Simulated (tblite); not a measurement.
# C4H13B2NO: the cost of one run

Programs: tblite 0.8.0 and PySCF 2.14.0, with density-fitted response routines of our own. Each step states its level of theory. These are calculated values for one molecule in the gas phase, unless marked as measured. Atoms count from 0, in the outputs and in this text.

### 1 Starting geometry

21 atoms, charge 0, multiplicity 1; geometry from: force field or distance geometry start.

Bonds of the start (Å): C0–C1 1.51, C1–C2 1.50, C1–O3 1.39, O3–B4 1.46, B4–C5 1.57, C5–B6 1.59, B6–N7 1.52, C0–H8 1.12, C0–H9 1.10, C0–H10 1.11, C1–H11 1.11, C2–H12 1.13, C2–H13 1.11, C2–H14 1.11, B4–H15 1.20, C5–H16 1.12, C5–H17 1.10, B6–H18 1.17, N7–H19 1.05, N7–H20 1.05.

### 2 Geometry optimisation with GFN2-xTB

The job: settings as JSON, then the geometry in Å.

```
{"job": {"kind": "relax", "xc": "GFN2-xTB", "basis": "xTB"}, "charge": 0, "multiplicity": 1}
C     -2.836500    -0.955900     0.822300
C     -1.852600    -0.141000     0.011000
C     -2.365100     1.246000    -0.233600
O     -0.711000    -0.034200     0.798500
B      0.466700    -0.615200     0.167000
C      1.685800     0.324800    -0.125800
B      3.072900    -0.461300    -0.149100
N      4.331900     0.358800    -0.403200
H     -2.248700    -1.820900     1.233800
H     -3.293200    -0.371300     1.637400
H     -3.641800    -1.397000     0.206500
H     -1.621700    -0.650500    -0.944000
H     -3.485900     1.240200    -0.406400
H     -1.844900     1.659000    -1.124800
H     -2.223900     1.878500     0.668300
H      0.709800    -1.744500     0.483600
H      1.729600     1.097500     0.679000
H      1.625500     0.855200    -1.087400
H      3.128100    -1.633000    -0.161900
H      5.183200    -0.094500     0.000200
H      4.182700     1.276000     0.082600
```

On the command line:

```sh
> OMP_NUM_THREADS=1 python probes_run.py task.json out
```

This one command runs all jobs of the session in turn.

**Question.** How long does this first job take on 1 thread of Arm Neoverse V1, shared host, and how much memory does it need?

About 1.4 s, with a peak of 0.18 GiB.
